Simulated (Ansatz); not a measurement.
Working through a formation energy from the elements of Cu3Pd and its elements

Computed with the Python package of Ansatz (0.2.0).

At the Python prompt:
```pycon
>>> from collections import Counter
>>> import warnings
>>> import ansatz as az
>>> import numpy as np
>>> PHASES = {
...     'Cu3Pd': (
...         [[3.697, 0.0, 0.0], [0.0, 3.697, 0.0], [0.0, 0.0, 3.659]],
...         [
...             ('Cu', [0.0, 0.5, 0.5]),
...             ('Cu', [0.5, 0.0, 0.5]),
...             ('Cu', [0.5, 0.5, 0.0]),
...             ('Pd', [0.0, 0.0, 0.0]),
...         ],
...     ),
...     'Cu': (
...         [[0.0, 1.8075, 1.8075], [1.8075, 0.0, 1.8075], [1.8075, 1.8075, 0.0]],
...         [
...             ('Cu', [0.0, 0.0, 0.0]),
...         ],
...     ),
...     'Pd': (
...         [[0.0, 1.9465, 1.9465], [1.9465, 0.0, 1.9465], [1.9465, 1.9465, 0.0]],
...         [
...             ('Pd', [0.0, 0.0, 0.0]),
...         ],
...     ),
... }
>>> def build(vectors, sites):
...     crystal = az.Crystal(lattice=az.Lattice.of(vectors))
...     for symbol, position in sites:
...         crystal = crystal.atom(symbol, position)
...     return crystal
...
>>> def ground_state(name, crystal):
...     calc = (
...         crystal.calculation()
...         .functional('r2scan')
...         .basis(550)
...         .kpoints(spacing=0.33)
...         .occupations('gaussian', width=0.05)
...         .stress()
...     )
...     calc = calc.relax(force_tolerance=0.03, max_steps=60, cell=True)
...     return calc.run(threads=1, pin='off')
...
>>> def counts(outcome):
...     return Counter(site.symbol for site in outcome.lattice.sites)
...
>>> def formation_energy(outcome, mu):
...     n = counts(outcome)
...     return (outcome.report['energy_sigma0_ev'] - sum(k * mu[element] for element, k in n.items())) / sum(n.values())
...
>>> def volume_per_atom(outcome):
...     return abs(np.linalg.det(outcome.lattice.cell_ang)) / len(outcome.lattice.sites)
...
>>> warnings.simplefilter('ignore', az.DeckWarning)
>>> phases = {name: build(*cell) for name, cell in PHASES.items()}
>>> done = {}
>>> for name, crystal in phases.items():
...     done[name] = ground_state(name, crystal)
...     print(f'{name}: {done[name].report["energy_sigma0_ev"]:.4f} eV, {len(done[name].lattice.sites)} atoms')
...
Cu3Pd: -26879.8727 eV, 4 atoms
Cu: -6631.2222 eV, 1 atoms
Pd: -6985.7406 eV, 1 atoms
>>> # chemical potentials of the elements at zero temperature
>>> references = {'Cu': 'Cu', 'Pd': 'Pd'}
>>> mu = {element: done[name].report['energy_sigma0_ev'] / len(done[name].lattice.sites) for element, name in references.items()}
>>> target = done['Cu3Pd']
>>> heat = formation_energy(target, mu)
>>> for element, value in mu.items():
...     print(f'mu({element}) = {value:.4f} eV from {references[element]}, {volume_per_atom(done[references[element]]):.2f} A^3/atom')
...
mu(Cu) = -6631.2222 eV from Cu, 11.45 A^3/atom
mu(Pd) = -6985.7406 eV from Pd, 14.87 A^3/atom
>>> print(f'formation energy of Cu3Pd: {heat:.4f} eV/atom = {96.4853 * heat:.1f} kJ/mol of atoms')
formation energy of Cu3Pd: -0.1164 eV/atom = -11.2 kJ/mol of atoms
```

The formation energy is -0.116 eV an atom (-11.2 kJ per mole of atoms), so Cu3Pd lies below the reference phases.

Reading the output:
- Total energies depend on the potentials; only differences at equal settings carry meaning.
- The cells come from databases of deposited and of computed structures, and not all need be stable phases.
- The compound is the structure given, not necessarily its lowest; energies are at zero temperature, with no correction for gases. A semilocal functional's error on such energies is often 0.05 to 0.1 eV an atom, and 0.1 to 0.3 eV against gases such as O2 or F2.
- Run time: 94 s on 1 thread of Arm Neoverse V1, on a shared host, peak memory 0.59 GiB.

(Lines on the test bed's own set-up are left out of the output.)
